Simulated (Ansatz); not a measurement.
# K2Hf3: one candidate of a structure search

The task: take a trial cell of K2Hf3 to zero force and stress.

Method: DFT PBE, scalar-relativistic, plane waves, PAW, in Ansatz 0.2.0.

### Step 1. Starting point

The structure is tetragonal, space group P-4m2 (No. 115). The conventional cell has a = 3.952 Å, b = 3.952 Å, c = 9.236 Å, α = 90.00°, β = 90.00°, γ = 90.00°. Around K (site symmetry -4m2) lie 4 Hf at 2.79 Å. K (site symmetry -4m2) is surrounded by 4 Hf at 2.82 Å. Around Hf (site symmetry -4m2) lie 4 K at 2.79 Å. Around Hf (site symmetry 2mm) lie 2 K at 2.82 Å.

Structure file:

```cif
data_structure
_symmetry_space_group_name_H-M 'P 1'
_symmetry_Int_Tables_number 1
_cell_length_a 3.9520
_cell_length_b 3.9520
_cell_length_c 9.2357
_cell_angle_alpha 90.000
_cell_angle_beta 90.000
_cell_angle_gamma 90.000
_cell_volume 144.25
loop_
_atom_site_label
_atom_site_type_symbol
_atom_site_fract_x
_atom_site_fract_y
_atom_site_fract_z
_atom_site_occupancy
K1 K 0.00000 0.00000 0.00000 1
K2 K 0.00000 0.00000 0.50000 1
Hf1 Hf 0.50000 0.50000 0.00000 1
Hf2 Hf 0.00000 0.50000 0.71797 1
Hf3 Hf 0.50000 0.00000 0.28203 1
```

Recipe of the guess: random cell by space group and Wyckoff sites (P-4m2, No. 115). Its size is a rough estimate.

### Step 2. The guess as it stands, on a coarse mesh

Input file input.yaml:

```yaml
crystal:
  lattice:
    - [3.95204706, 0.0, 0.0]
    - [0.0, 3.95204706, 0.0]
    - [0.0, 0.0, 9.23571845]
  atoms:
    - { symbol: K, position: [0.0, 0.0, 0.0] }
    - { symbol: K, position: [0.0, 0.0, 0.5] }
    - { symbol: Hf, position: [0.5, 0.5, 0.0] }
    - { symbol: Hf, position: [0.0, 0.5, 0.71797264] }
    - { symbol: Hf, position: [0.5, 0.0, 0.28202736] }
basis:
  ecutwfc: 420
kpoints:
  mp_grid: { grid: [4, 4, 2] }
hamiltonian:
  xc: pbe
scf:
  occupations: { method: gaussian, width: 0.1 }
  lower_state_search: "off"
output:
  forces: true
  stress: true
  eigenvalues: true
```

The run is started by

```
> ansatz run input.yaml --threads 1 --pin off --max-ram 2560MiB --backend cpu --events-out ev --progress --plain --runs-dir out
```

The session goes on with these runs: rough relaxation on the coarse mesh; full relaxation.

Q: Predict the outcome of this session. Wanted: conventional cell; volume; energy over the elements; gap on the mesh.

The runs gave:

```
                              quantity                                                                       value
symmetry at the end (tolerance 0.05 Å)                                                 space group P-4m2 (No. 115)
                     conventional cell  a = 4.083 Å, b = 4.083 Å, c = 11.524 Å, α = 90.00°, β = 90.00°, γ = 90.00°
                                volume                                                               38.42 Å³/atom
              energy over the elements                                                               +1.99 eV/atom
                       gap on the mesh                                                                none (metal)
```

In words: The space group P-4m2 (No. 115) is kept, and the volume per atom grows by 33.2 % from the first guess. With a positive formation energy it can't be a ground state. No finished test with a distortion of lower symmetry is shown, so the end may be a saddle point. The runs treat Hf without spin-orbit coupling.
